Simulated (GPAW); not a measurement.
Runs of GPAW 26.7.0 on CaSi2Sb2. Symmetry: P-3m1, No. 164, trigonal system. Conventional cell: a = 4.997 Å, b = 4.997 Å, c = 5.862 Å, α = 90.00°, β = 90.00°, γ = 120.00°. Ca (site symmetry -3m) is surrounded by 6 Si at 3.25 Å and 6 Sb at 3.31 Å. Si (site symmetry 3m) is surrounded by 5 Sb at 2.73 to 3.13 Å. Sb (site symmetry 3m) has 5 Si at 2.73 to 3.13 Å as nearest neighbours. The cell was built by a generator and needn't be a form met in nature.

```tsv
level	potentials or basis	pressure (GPa)	largest force (eV/Å)
RPBE	the program's PAW data sets (release 1.2.1) made for this functional, pw	1.3	0.10
LDA	the program's PAW data sets (release 1.2.1) made for this functional, pw	(a)	0.16
revPBE	the program's PAW data sets (release 1.2.1) made for this functional, pw	1.0	0.10
PBE	GPAW PAW data sets (gpaw-data 1.2.1), pw	-0.1	0.11
PBEsol	PAW data sets generated in the run's folder for this functional, pw	(b)	(c)
```

Alike in all rows: task band structure; no spin polarisation; cell as given; k mesh 5 × 5 × 4; cutoff (eV) 600; smearing fermi-dirac 0.05 eV.

Fill in the values left out.

(a) -3.5; (b) -2.3; (c) 0.13.

Not every run made on this cell is shown here.
